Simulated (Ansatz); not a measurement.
# Sn3Mo2: the cost of one run

Program: Ansatz 0.2.0. Level of theory: DFT PBE, scalar-relativistic, plane waves, PAW. These are calculated values, not measurements.

## 1. The system as given

It takes space group Pm-3m (No. 221, cubic). The conventional cell has a = 5.020 Å, b = 5.020 Å, c = 5.020 Å, α = 90.00°, β = 90.00°, γ = 90.00°. Sn (site symmetry 4/mmm) has 2 Mo at 2.51 Å as nearest neighbours. Mo (site symmetry m-3m) is surrounded by 6 Sn at 2.51 Å. Mo (site symmetry m-3m) is surrounded by 12 Sn at 3.55 Å.

Structure file:

```cif
data_structure
_symmetry_space_group_name_H-M 'P 1'
_symmetry_Int_Tables_number 1
_cell_length_a 5.0195
_cell_length_b 5.0195
_cell_length_c 5.0195
_cell_angle_alpha 90.000
_cell_angle_beta 90.000
_cell_angle_gamma 90.000
_cell_volume 126.47
loop_
_atom_site_label
_atom_site_type_symbol
_atom_site_fract_x
_atom_site_fract_y
_atom_site_fract_z
_atom_site_occupancy
Sn1 Sn 0.50000 0.00000 0.00000 1
Sn2 Sn 0.00000 0.50000 0.00000 1
Sn3 Sn 0.00000 0.00000 0.50000 1
Mo1 Mo 0.00000 0.00000 0.00000 1
Mo2 Mo 0.50000 0.50000 0.50000 1
```

The cell is invented: random cell by space group and Wyckoff sites (Pm-3m, No. 221). Lengths come from tabulated atomic sizes and are only a guess.

## 2. Probe: one point on a coarse mesh

Contents of input.yaml:

```yaml
crystal:
  lattice:
    - [5.01952584, 0.0, 0.0]
    - [0.0, 5.01952584, 0.0]
    - [0.0, 0.0, 5.01952584]
  atoms:
    - { symbol: Sn, position: [0.5, 0.0, 0.0] }
    - { symbol: Sn, position: [0.0, 0.5, 0.0] }
    - { symbol: Sn, position: [0.0, 0.0, 0.5] }
    - { symbol: Mo, position: [0.0, 0.0, 0.0] }
    - { symbol: Mo, position: [0.5, 0.5, 0.5] }
basis:
  ecutwfc: 420
kpoints:
  mp_grid: { grid: [4, 4, 4] }
hamiltonian:
  xc: pbe
scf:
  occupations: { method: gaussian, width: 0.1 }
  lower_state_search: "off"
output:
  forces: true
  stress: true
  eigenvalues: true
```

The run is started by

```sh
$ ansatz run input.yaml --threads 1 --pin off --max-ram 2560MiB --backend cpu --events-out ev --progress --plain --runs-dir out
```

Q: Estimate wall time and peak memory on 1 thread of Intel Xeon Platinum 8259CL at 2.50GHz (Skylake/Cascade Lake), shared host.

About 3.5 s, with a peak of 0.42 GiB.
